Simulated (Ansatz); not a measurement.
# F2H4OSi2 + NH3 + H2O: a complex and its separated parts

The complex below is one end of an elementary step. How strongly is it bound against its free parts?

Program: Ansatz 0.2.0, Gaussian basis. Level of theory: PBE0-D4/def2-TZVP structures, single points in def2-TZVPP, no counterpoise correction. These are calculated values, not measurements.

Levels: SPW92, PBE-D4, BLYP-D4, r2SCAN-D4, B97M-V, PBE0-D4, B3LYP-D4, r2SCAN0-D4, BHLYP-D4, CAM-B3LYP-D4, wB97X-V, wB97M-V, B2PLYP, PBE-QIDH, RPA on PBE, Hartree-Fock, MP2, CCSD, CCSD(T).

Correlated methods freeze the cores. B3LYP uses VWN-RPA correlation. B2PLYP carries no dispersion term here.

113 further runs of the same task are left out: 113 set aside as unsound or not needed.

## 1. The system as given

The complex: 16 atoms, charge 0, spin multiplicity 1.

Atoms are counted from 1 here; the program's logs count them from 0.

Bond lengths: Si1–Si2 2.350 Å, Si1–F3 1.647 Å, Si1–F4 1.631 Å, Si1–O5 1.656 Å, Si2–H10 1.495 Å, Si2–H11 1.492 Å, Si2–H12 1.487 Å, O5–H13 0.960 Å, H6–N7 1.023 Å, N7–H14 1.013 Å, N7–H15 1.015 Å, H8–O9 0.960 Å, O9–H16 0.965 Å. Angles: Si2–Si1–F3 93.3°, Si2–Si1–F4 116.1°, Si2–Si1–O5 124.5°, F3–Si1–F4 94.6°, F3–Si1–O5 96.6°, F4–Si1–O5 117.3°, Si1–Si2–H10 113.0°, Si1–Si2–H11 109.8°, Si1–Si2–H12 111.6°, H10–Si2–H11 106.7°, H10–Si2–H12 107.7°, H11–Si2–H12 107.9°, Si1–O5–H13 111.5°, H6–N7–H14 109.8°, H6–N7–H15 109.0°, H14–N7–H15 107.9°, H8–O9–H16 106.0°.

Coordinates:

```
Si   -0.6156    0.7368   -0.6346
Si    1.1721   -0.6206   -1.3311
F    -1.3400    0.7078   -2.1140
F    -1.8407   -0.0254    0.1249
O    -0.5422    2.3847   -0.4907
H     0.2522   -0.1266    1.6607
N     0.1942    0.8164    1.2692
H    -0.1219   -2.7789    1.3173
O    -0.4758   -1.9699    1.6932
H     2.2883   -0.6695   -0.3384
H     0.6998   -2.0237   -1.5144
H     1.7388   -0.1561   -2.6254
H    -0.8869    2.8213   -1.2734
H     1.1126    1.2445    1.2664
H    -0.4118    1.3816    1.8555
H    -1.2230   -1.7222    1.1348
```

Its parts: F2H4OSi2 holds atoms 1, 2, 3, 4, 5, 10, 11, 12, 13; NH3 holds atoms 6, 7, 14, 15; H2O holds atoms 8, 9, 16. Each part counts its atoms afresh in its own runs.

## 2. Relaxing F2H4OSi2 alone

relax-a/in.yaml reads:

```yaml
crystal:
  periodic: [false, false, false]
  atoms:
    - {symbol: Si, position_ang: [-0.615631, 0.736792, -0.634621]}
    - {symbol: Si, position_ang: [1.172119, -0.620552, -1.331096]}
    - {symbol: F, position_ang: [-1.339979, 0.707790, -2.113966]}
    - {symbol: F, position_ang: [-1.840730, -0.025391, 0.124927]}
    - {symbol: O, position_ang: [-0.542220, 2.384697, -0.490704]}
    - {symbol: H, position_ang: [2.288323, -0.669530, -0.338424]}
    - {symbol: H, position_ang: [0.699791, -2.023732, -1.514381]}
    - {symbol: H, position_ang: [1.738805, -0.156142, -2.625397]}
    - {symbol: H, position_ang: [-0.886872, 2.821259, -1.273418]}
basis:
  gaussian: {orbitals: def2-TZVP}
hamiltonian: {xc: pbe0, dispersion: d4}
relax: {f_tol: 0.005, max_steps: 200}
```

Started as:

```
ansatz run in.yaml --threads 5 --pin off --events-out ev --progress --plain --max-ram 66560MiB --backend cuda --devices 0, --max-vram 37GiB
```

Further steps of the session: Relaxing NH3 alone; Relaxing H2O alone; SPW92/def2-TZVPP; PBE-D4/def2-TZVPP; BLYP-D4/def2-TZVPP; r2SCAN-D4/def2-TZVPP; B97M-V/def2-TZVPP; PBE0-D4/def2-TZVPP; B3LYP-D4/def2-TZVPP; r2SCAN0-D4/def2-TZVPP; BHLYP-D4/def2-TZVPP; CAM-B3LYP-D4/def2-TZVPP; wB97X-V/def2-TZVPP; wB97M-V/def2-TZVPP; B2PLYP/def2-TZVPP; PBE-QIDH/def2-TZVPP; RPA on PBE/def2-TZVPP; CCSD(T)/def2-TZVPP; Vibrations of F2H4OSi2; Vibrations of NH3; Vibrations of H2O.

Before running it: what results should come out? Wanted: complex less parts, CCSD(T)/def2-TZVPP; with zero-point energy; largest T1 diagnostic.

As calculated:

```
                              quantity           value
complex less parts, CCSD(T)/def2-TZVPP  -15.3 kcal/mol
                with zero-point energy   -9.6 kcal/mol
                 largest T1 diagnostic           0.013
```

What this shows: At CCSD(T) the complex lies 15.3 kcal/mol below its parts. Among the functionals BHLYP-D4 lands nearest to CCSD(T) (+0.1 kcal/mol) and SPW92 farthest (-15.0 kcal/mol). By rung, the mean size of the error is: LDA 15.0, GGA 2.0, meta-GGA 2.6, hybrid 1.5, range-separated hybrid 1.7, double hybrid 2.0 kcal/mol. PBE-D4 gives a relative energy 3.2 kcal/mol too low, outside chemical accuracy (1 kcal/mol). No counterpoise was applied, and triple zeta lacks some correlation, so the CCSD(T) reference has a basis error of its own, and close matches with it are partly luck.
